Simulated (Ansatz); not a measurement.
## LaBPd3, space group Pm-3m: an SCF with some post-processing, step by step

With the Python package of Ansatz (0.2.0).

Notebook, run cell by cell (the value of a cell's last expression is shown):

**Cell 1**
```python
from pathlib import Path
import warnings

import ansatz as az
import numpy as np
```

**Cell 2**
```python
warnings.simplefilter('ignore', az.DeckWarning)
```

**Cell 3**
```python
lattice = az.Lattice.of(
    (4.229, 0.0, 0.0),
    (0.0, 4.229, 0.0),
    (0.0, 0.0, 4.229),
)
sites = [
    ('La', (0.0, 0.0, 0.0)),
    ('B', (0.5, 0.5, 0.5)),
    ('Pd', (0.0, 0.5, 0.5)),
    ('Pd', (0.5, 0.0, 0.5)),
    ('Pd', (0.5, 0.5, 0.0)),
]
crystal = az.Crystal(lattice=lattice)
for symbol, position in sites:
    crystal = crystal.atom(symbol, position)
```

**Cell 4**
```python
len(crystal.resolved().sites)
```
Output:
```text
5
```

**Cell 5**
```python
calculation = (
    crystal.calculation()
    .basis(17 * az.Ha)
    .kpoints(6, 6, 6)
    .occupations('cold', width=0.1)
    .functional('LDA')
    .pseudopotentials('paw')
    .compute(density=True, potential=True, electron_localization_function=True, output_files={'volumetric_format': 'npy'}, populations=True, bader_charges=True, density_of_states={'energy_step': 0.05})
)
with warnings.catch_warnings(record=True) as caught:
    warnings.simplefilter('always')
    out = calculation.run(threads=1, backend='cpu')
print('warnings raised:', sorted(w.category.__name__ for w in caught) or 'none')
data = out.report
```
Output:
```text
warnings raised: none
```

**Cell 6**
```python
{key: value for key, value in data.items() if isinstance(value, (int, float)) and 'ev' in key}
```
Output:
```text
{'gap_by_band_count_ev': -1.7403860995278713,
 'fermi_energy_ev': 18.736744862734174,
 'harris_foulkes_ev': -26762.276909120745,
 'free_energy_ev': -26762.27690909154,
 'internal_energy_ev': -26762.27276672595,
 'lagrangian_ev': -26762.27690909154,
 'energy_sigma0_ev': -26762.27552830301,
 'lagrangian_sigma0_ev': -26762.27552830301,
 'lagrangian_above_aufbau_ev': -0.0030495616980164893,
 'entropy_ts_ev': 0.0041423655903359705,
 'loop_fermi_energy_ev': 18.736744862734174,
 'occupations_fermi_energy_ev': 18.73674486272199}
```

**Cell 7**
```python
out.unlabelled_reasons
```
Output:
```text
['no_forces']
```

**Cell 8**
```python
out.lattice.cell_ang
```
Output:
```text
array([[4.229, 0.   , 0.   ],
       [0.   , 4.229, 0.   ],
       [0.   , 0.   , 4.229]])
```

**Cell 9**
```python
print('%-22s %14.5f eV' % ('F = E - TS', data['free_energy_ev']))
print('%-22s %14.5f eV' % ('E', data['internal_energy_ev']))
print('%-22s %14.5f eV' % ('Harris-Foulkes', data['harris_foulkes_ev']))
print('%-22s %14.5f eV' % ('Fermi level', data['fermi_energy_ev']))

folder = Path(out.write_results('fields'))
print('densities in e/A^3, potentials in eV, ELF without unit')
for name in sorted(p.name for p in folder.glob('*.npy')):
    field = np.load(folder / name)
    print(f'{name:16s} {str(field.shape):16s} min {field.min():10.4f}  mean {field.mean():10.4f}  max {field.max():10.4f}')
```
Output:
```text
F = E - TS               -26762.27691 eV
E                        -26762.27277 eV
Harris-Foulkes           -26762.27691 eV
Fermi level                  18.73674 eV
densities in e/A^3, potentials in eV, ELF without unit
elf.npy          (30, 30, 30)     min     0.0003  mean     0.3159  max     0.8355
rho.npy          (30, 30, 30)     min     0.0989  mean     0.8991  max    13.9993
v_es.npy         (30, 30, 30)     min   -75.9607  mean     9.0839  max    20.8730
v_tot.npy        (30, 30, 30)     min  -103.2079  mean    -3.5076  max    13.0399
```

**Cell 10**
```python
files = Path(out.write_results('tables'))
print((files / 'populations.tsv').read_text())
```
Output:
```text
# site	symbol	l	j	q
# orbitals = lowdin
# n_electrons = 68.000000
# spilling = 0.006962
# projection_atom_La: [Kr 4d10] 4f0 5s2 5p6 5d1 6s2
0	La	0_5S	-	1.961889
0	La	0_6S	-	0.951234
0	La	1_5P	-	5.972015
0	La	2_5D	-	2.418339
0	La	3_4F	-	0.297590
1	B	0_2S	-	1.342791
1	B	1_2P	-	3.209571
2	Pd	0_4S	-	1.987439
2	Pd	1_4P	-	5.980280
2	Pd	2_4D	-	9.156672
3	Pd	0_4S	-	1.987439
3	Pd	1_4P	-	5.980280
3	Pd	2_4D	-	9.156672
4	Pd	0_4S	-	1.987439
4	Pd	1_4P	-	5.980280
4	Pd	2_4D	-	9.156672
```

**Cell 11**
```python
charges = out.bader_charges()
for atom in charges.atoms:
    print(f'Bader charge {atom.symbol:2s} {atom.partial_charge_e:+.3f} e')
```
Output:
```text
Bader charge La +1.490 e
Bader charge B  +0.044 e
Bader charge Pd -0.511 e
Bader charge Pd -0.511 e
Bader charge Pd -0.511 e
```

**Cell 12**
```python
dos = out.density_of_states()
energy = np.asarray(dos.energies_ev) - dos.fermi_ev
states, count = np.asarray(dos.spin_summed_g_bin_mean_per_ev), np.asarray(dos.spin_summed_integrated)
g_fermi = float(np.interp(0.0, energy, states))
print(f'g(E_F) = {g_fermi:.3f} states/eV per cell')
# Sommerfeld coefficient of bare band electrons: pi^2 k_B^2 g / 3
gamma = np.pi ** 2 / 3 * 8.617333e-5 ** 2 * g_fermi * 96485.33e3 / len(out.lattice.sites)
print(f'bare Sommerfeld coefficient {gamma:.2f} mJ/(mol of atoms K^2)')
for low, high in ((-10, -6), (-6, -3), (-3, 0), (0, 3)):
    print(f'states between {low} and {high} eV: {np.interp(high, energy, count) - np.interp(low, energy, count):.3f}')
```
Output:
```text
g(E_F) = 4.722 states/eV per cell
bare Sommerfeld coefficient 2.23 mJ/(mol of atoms K^2)
states between -10 and -6 eV: 4.126
states between -6 and -3 eV: 23.664
states between -3 and 0 eV: 8.066
states between 0 and 3 eV: 13.940
```

Reading the output:
- Absolute energies stand on the zero of these potentials, so only differences at equal settings mean something. A total without «per atom» is that of the cell as typed.
- Spin is left out of this run.
- For a metal this k-point mesh is coarse: on a finer one energies can move by several to tens of meV an atom and pressures by half a GPa or more, differences at one mesh by less.
- The zero of the levels is a convention of the potentials, so an absolute Fermi energy is no work function.
- A gap by band count of zero or less means overlapping bands, a metal.
- Densities and potentials on the grid are those of the valence electrons, and inside the cores they hang on the potentials used.
- The starting cell is as deposited in a crystallographic database; the results hold for this polymorph, which needn't be the stable one.
- Gaps and levels are Kohn-Sham values on a finite set of k-points, without spin-orbit coupling.
- The computed bands are complete only to about 2.3 eV above the Fermi level; beyond that the density of states is undercounted.
- It ran for 36 s on 1 thread of Arm Neoverse V1, on a shared host, peak memory 0.44 GiB.
